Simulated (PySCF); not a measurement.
# CH7B2FSi: the cost of one run

The runs use PySCF 2.14.0, with density-fitted response routines of our own; the level of theory stands in each step. All values are computed, except where a source is named. Atoms count from 0, in the outputs and in this text.

## 1. Starting geometry

12 atoms, charge 0, multiplicity 1; geometry from: GFN2-xTB. The atoms were then displaced at random by about 0.01 Å, so the start is not that level's minimum.

Bonds of the start (Å): C0–B1 1.58, B1–Si2 1.96, B1–B3 1.63, B3–F4 1.34, C0–H5 1.08, C0–H6 1.07, C0–H7 1.10, Si2–H8 1.48, Si2–H9 1.46, Si2–H10 1.49, B3–H11 1.20.

## 2. Geometry optimisation at PBE0-D3(BJ)/def2-SVP

The job: settings as JSON, then the geometry in Å.

```
{"job": {"xc": "PBE0", "basis": "def2-SVP", "d3": "d3bj", "grid": 1, "shake": 0.01, "kind": "geom"}, "charge": 0, "multiplicity": 1}
C     -1.139770    -1.196390     0.136860
B     -0.284260     0.122270    -0.034340
Si     1.652230    -0.139560    -0.234530
B     -0.784600     1.670120     0.088610
F     -1.108000     2.452700    -0.948470
H     -1.220430    -1.357590     1.205130
H     -0.728490    -2.072350    -0.312440
H     -2.173600    -1.065840    -0.214880
H      2.090020    -1.525200     0.027340
H      2.151860     0.184250    -1.568080
H      2.481740     0.667200     0.702750
H     -0.897020     2.232120     1.143020
```

Run with:

```
$ OMP_NUM_THREADS=1 python probes_run.py task.json out
```

The driver reads the jobs from task.json and runs them one after another.

**Question.** How long does this first job take on 1 thread of Arm Neoverse V1, shared host, and how much memory does it need?

About 25 s, with a peak of 0.45 GiB.
